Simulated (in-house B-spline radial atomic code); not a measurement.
# Cl⁹⁺: ionisation energy by several methods

The task here is to estimate one member of a computed series from the others.

Method: non-relativistic, several functionals, spin-polarised, exact exchange averaged over the configuration; spherical all-electron atom at the radial basis limit. Code: in-house B-spline radial atomic code version 1.

## Starting point

| Property | Result |
| --- | --- |
| element | chlorine (Z = 17) |
| charge | +9 |
| electrons | 8 |
| configuration | [He] 2s2 2p4 |
| nucleus | point |

The outer shells:

[He] 2s2 2p4
```
[He] core
2s [↑↓]
2p [↑↓][↑ ][↑ ]
```

Where spins are not typed, each open shell is filled with up spins first.

Set-up of the first run:

The run's settings:

```ini
Z = 17
electrons = 8.0
configuration = [He] 2s2 2p4
hamiltonian = nr
method = bhandhlyp
spin_polarised = True
exact_exchange = averaged over the configuration
```

Started as:

```
python run_scf.py task.json out
```

task.json lists these runs, among others, and the program works through them in turn.

Steps of the session up to this table: BHandHLYP, a global hybrid; ωB97X, a range-separated hybrid; B3LYP, a global hybrid; r2SCAN0, a global hybrid; M06-2X, a global hybrid.

One table of the session follows, with a row left open; its other results are not shown here.

| method | ΔSCF (eV) |
| --- | --- |
| BHandHLYP | 455.28 |
| B3LYP | 455.36 |
| r2SCAN0 | 453.59 |
| M06-2X | ? |
| ωB97X | 454.62 |

Estimate the missing values for M06-2X.

**Answer.** ΔSCF (eV): 456.01. In the column «ΔSCF (eV)» it is the highest.
